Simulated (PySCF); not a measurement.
# C₆H₆BBr: spin-spin couplings

Aim: predict the spin-spin couplings of C₆H₆BBr (`BrC1=CC=CC=CB1`).

Programs: PySCF 2.14.0, with density-fitted response routines of our own. Each step states its level of theory. These are calculated values for one molecule in the gas phase, unless marked as measured. Atoms count from 0, in the outputs and in this text.

## Step 1: The molecule as given

14 atoms, charge 0, multiplicity 1; geometry from: GFN2-xTB.

Bonds of the start (Å): Br0–C1 1.93, C1–C2 1.37, C2–C3 1.41, C3–C4 1.37, C4–C5 1.41, C5–C6 1.36, C6–B7 1.52, B7–C1 1.53, C2–H8 1.09, C3–H9 1.08, C4–H10 1.08, C5–H11 1.09, C6–H12 1.09, B7–H13 1.17.

## Step 2: J couplings: B3LYP/pcSseg-1+pcJ-1

What the job is given:

```
{"job": {"kind": "j", "xc": "B3LYP", "basis": "pcJ-1"}, "charge": 0, "multiplicity": 1}
Br     3.302404     1.217935     0.049463
C      1.482631     0.570576     0.020470
C      1.391397    -0.791847     0.027198
C      0.225979    -1.582068     0.010435
C     -1.094205    -1.224488    -0.014894
C     -1.691194     0.053570    -0.032263
C     -1.086917     1.277429    -0.027073
B      0.390653     1.635401    -0.004140
H      2.314534    -1.363201     0.049451
H      0.419253    -2.648703     0.020067
H     -1.796195    -2.050751    -0.021459
H     -2.777035     0.028093    -0.052919
H     -1.782421     2.111249    -0.042443
H      0.700435     2.766332    -0.004060
```

With the program's defaults for keys left out, this is: B3LYP/pcJ-1 Br:pcSseg-1 indirect spin-spin coupling, non-relativistic, gas phase.

Started as:

```bash
$ OMP_NUM_THREADS=1 python probes_run.py task.json out
```

One launch serves the whole session: the jobs run in the order shown.

What will the session give for the following? largest coupling of the table (B3LYP/pcSseg-1+pcJ-1). Wanted: largest coupling of the table.

The runs gave:

| quantity | value |
| --- | --- |
| largest coupling of the table (B3LYP/pcSseg-1+pcJ-1) | 1J(C,H) C2–H8, 163.1 Hz |

What this shows: Of the pairs tabulated at B3LYP/pcSseg-1+pcJ-1, C2–H8 couples most strongly (163.1 Hz; Fermi contact 162.1 Hz). Spin-orbit coupling is left out, which matters for shieldings and couplings at and beside the heavy atoms.
